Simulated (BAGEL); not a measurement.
**C3H6B− (SMILES [BH3-]C1C=C1): HF/3-21G (density fitting with qzvpp-jkfit)**

What is the energy change on altering one bond length of C3H6B− at HF/3-21G (density fitting with qzvpp-jkfit)? 

Program for the calculation: BAGEL 1.2.2.

## (1) The structure to begin with

The species is C3H6B− (10 atoms), meant as a singlet with charge -1. As SMILES, `[BH3-]C1C=C1`. The shape is that of a GFN2-xTB optimisation.

Bond lengths: B1–C2 1.628 Å, C2–C3 1.516 Å, C2–C4 1.516 Å, C3–C4 1.298 Å, B1–H5 1.229 Å, B1–H6 1.229 Å, B1–H7 1.228 Å, C2–H8 1.109 Å, C3–H9 1.070 Å, C4–H10 1.070 Å. Some angles: B1–C2–C3 124.0°, B1–C2–C4 124.2°, C3–C2–C4 50.7°, C2–C3–C4 64.7°, C2–C4–C3 64.6°, B1–C2–H8 115.8°, C3–C2–H8 113.2°, C4–C2–H8 113.2°, C2–B1–H5 109.7°, C2–B1–H6 109.6°.

## (2) A single-point energy at HF/3-21G (density fitting with qzvpp-jkfit)

The input, input.json:

```json
{ "bagel" : [

{
  "title" : "molecule",
  "basis" : "3-21g",
  "df_basis" : "qzvpp-jkfit",
  "angstrom" : true,
  "geometry" : [
    { "atom" : "B", "xyz" : [      -1.076770,       0.672890,      -0.527540 ] },
    { "atom" : "C", "xyz" : [      -0.112890,      -0.514120,       0.032550 ] },
    { "atom" : "C", "xyz" : [       0.926250,      -0.321210,       1.118730 ] },
    { "atom" : "C", "xyz" : [       1.398970,      -0.506280,      -0.076040 ] },
    { "atom" : "H", "xyz" : [      -1.387440,       0.438180,      -1.693660 ] },
    { "atom" : "H", "xyz" : [      -2.103130,       0.725060,       0.147380 ] },
    { "atom" : "H", "xyz" : [      -0.499300,       1.755200,      -0.470930 ] },
    { "atom" : "H", "xyz" : [      -0.546270,      -1.534550,       0.017800 ] },
    { "atom" : "H", "xyz" : [       1.135880,      -0.145260,       2.153590 ] },
    { "atom" : "H", "xyz" : [       2.264690,      -0.569920,      -0.701880 ] }
  ]
},

{
  "title" : "hf",
  "charge" : -1
},

{
  "title" : "print",
  "file" : "orbitals.molden",
  "orbitals" : true
}

]}
```

Started as:

```sh
$ BAGEL_NUM_THREADS=1 BAGEL input.json > input.out
```

Standard output:

```text
* using 1 threads per process

  ===============================================================
  ===============================================================

  *** Geometry ***

  { "atom" : "B", "xyz" : [     -2.034800,      1.271578,     -0.996906 ] },
  { "atom" : "C", "xyz" : [     -0.213331,     -0.971546,      0.061511 ] },
  { "atom" : "C", "xyz" : [      1.750359,     -0.606999,      2.114093 ] },
  { "atom" : "C", "xyz" : [      2.643670,     -0.956731,     -0.143695 ] },
  { "atom" : "H", "xyz" : [     -2.621882,      0.828040,     -3.200554 ] },
  { "atom" : "H", "xyz" : [     -3.974340,      1.370165,      0.278508 ] },
  { "atom" : "H", "xyz" : [     -0.943540,      3.316847,     -0.889929 ] },
  { "atom" : "H", "xyz" : [     -1.032301,     -2.899879,      0.033637 ] },
  { "atom" : "H", "xyz" : [      2.146502,     -0.274502,      4.069695 ] },
  { "atom" : "H", "xyz" : [      4.279644,     -1.076993,     -1.326361 ] },

  Number of auxiliary basis functions:      408

  Since a DF basis is specified, we compute 2- and 3-index integrals:
    o Being stored without compression. Storage requirement is 0.008 GB

  Number of basis functions:       48
  Number of electrons      :       29

    * METHOD: MOLECULE                             0.09

  *** RHF ***

  === Nuclear Repulsion ===
    99.5209822449

      * DIIS with orbital gradients will be used.

  === RHF iteration (3-21g) ===
      0       -140.72848824          0.02103225           0.01
      1       -140.81720357          0.00613277           0.01
      2       -140.82676105          0.00219121           0.01
      3       -140.82776330          0.00035460           0.01
      4       -140.82780075          0.00007931           0.01
      5       -140.82780389          0.00001896           0.01
      6       -140.82780403          0.00000616           0.01
      7       -140.82780404          0.00000157           0.01
      8       -140.82780404          0.00000050           0.01
      9       -140.82780404          0.00000018           0.01
     10       -140.82780404          0.00000005           0.01
     11       -140.82780404          0.00000002           0.01
     12       -140.82780404          0.00000001           0.01
    * SCF iteration converged.

    * Permanent dipole moment:
           (   -2.122244,     1.293039,    -1.035168) a.u.

    * METHOD: HF                                   0.22

    * METHOD: PRINT                                0.00

  ===============================================================
```

Run time: 0.52 s. Hardware: 1 thread of AMD EPYC 9R45 (Zen 5), shared host.

## (3) The distorted shape at the same level

The input, hf.json:

```json
{ "bagel" : [

{
  "title" : "molecule",
  "basis" : "3-21g",
  "df_basis" : "qzvpp-jkfit",
  "angstrom" : true,
  "geometry" : [
    { "atom" : "B", "xyz" : [      -0.828242,       0.860652,       0.405326 ] },
    { "atom" : "C", "xyz" : [       0.135638,      -0.326358,       0.965416 ] },
    { "atom" : "C", "xyz" : [       1.174778,      -0.133448,       2.051596 ] },
    { "atom" : "C", "xyz" : [       1.647498,      -0.318518,       0.856826 ] },
    { "atom" : "H", "xyz" : [      -1.387440,       0.438180,      -1.693660 ] },
    { "atom" : "H", "xyz" : [      -1.854602,       0.912822,       1.080246 ] },
    { "atom" : "H", "xyz" : [      -0.250772,       1.942962,       0.461936 ] },
    { "atom" : "H", "xyz" : [      -0.297742,      -1.346788,       0.950666 ] },
    { "atom" : "H", "xyz" : [       1.384408,       0.042502,       3.086456 ] },
    { "atom" : "H", "xyz" : [       2.513218,      -0.382158,       0.230986 ] }
  ]
},

{ "title" : "hf", "charge" : -1 },

{ "title" : "print", "file" : "orbitals.molden", "orbitals" : true }

]}
```

Started as:

```sh
$ BAGEL_NUM_THREADS=1 BAGEL hf.json > hf.out
```

Standard output:

```text
* using 1 threads per process

  ===============================================================
  ===============================================================

  *** Geometry ***

  { "atom" : "B", "xyz" : [     -1.565151,      1.626397,      0.765955 ] },
  { "atom" : "C", "xyz" : [      0.256319,     -0.616727,      1.824372 ] },
  { "atom" : "C", "xyz" : [      2.220009,     -0.252180,      3.876955 ] },
  { "atom" : "C", "xyz" : [      3.113320,     -0.601912,      1.619166 ] },
  { "atom" : "H", "xyz" : [     -2.621882,      0.828040,     -3.200554 ] },
  { "atom" : "H", "xyz" : [     -3.504690,      1.724984,      2.041369 ] },
  { "atom" : "H", "xyz" : [     -0.473890,      3.671666,      0.872933 ] },
  { "atom" : "H", "xyz" : [     -0.562651,     -2.545060,      1.796498 ] },
  { "atom" : "H", "xyz" : [      2.616152,      0.080317,      5.832557 ] },
  { "atom" : "H", "xyz" : [      4.749294,     -0.722174,      0.436500 ] },

  Number of auxiliary basis functions:      408

  Since a DF basis is specified, we compute 2- and 3-index integrals:
    o Being stored without compression. Storage requirement is 0.008 GB

  Number of basis functions:       48
  Number of electrons      :       29

    * METHOD: MOLECULE                             0.09

  *** RHF ***

  === Nuclear Repulsion ===
    97.6701761830

      * DIIS with orbital gradients will be used.

  === RHF iteration (3-21g) ===
      0       -140.65845818          0.01898741           0.01
      1       -140.73401017          0.00565923           0.01
      2       -140.74192128          0.00227702           0.02
      3       -140.74304059          0.00031651           0.01
      4       -140.74306965          0.00008730           0.01
      5       -140.74307236          0.00003258           0.01
      6       -140.74307258          0.00001249           0.01
      7       -140.74307263          0.00000279           0.01
      8       -140.74307264          0.00000082           0.01
      9       -140.74307264          0.00000040           0.01
     10       -140.74307264          0.00000015           0.01
     11       -140.74307264          0.00000008           0.01
     12       -140.74307264          0.00000002           0.01
     13       -140.74307264          0.00000001           0.01
     14       -140.74307264          0.00000000           0.01
    * SCF iteration converged.

    * Permanent dipole moment:
           (   -2.683683,     1.113702,    -2.494458) a.u.

    * METHOD: HF                                   0.27

    * METHOD: PRINT                                0.00

  ===============================================================
```

Wall time 0.58 s (1 thread of AMD EPYC 9R45 (Zen 5), shared host).

## (4) What came out

At HF/3-21G (density fitting with qzvpp-jkfit):

| quantity | value |
| --- | --- |
| first shape: total energy | -140.82780 Eh |
| first shape: HOMO energy | -3.47 eV |
| first shape: LUMO energy | 9.75 eV |
| first shape: HOMO–LUMO gap (to an unbound level, set by the basis) | 13.22 eV |
| distorted shape: total energy | -140.74307 Eh |
| distorted shape: HOMO energy | -2.03 eV |
| distorted shape: LUMO energy | 8.96 eV |
| distorted shape: HOMO–LUMO gap (to an unbound level, set by the basis) | 10.99 eV |
| energy change with the B1–H5 bond stretched from 1.229 to 2.213 Å | 2.306 eV |

With the B1–H5 bond stretched from 1.229 to 2.213 Å the energy rises by 2.31 eV (222 kJ/mol). The first shape isn't relaxed at this level, so the change isn't measured from a minimum.
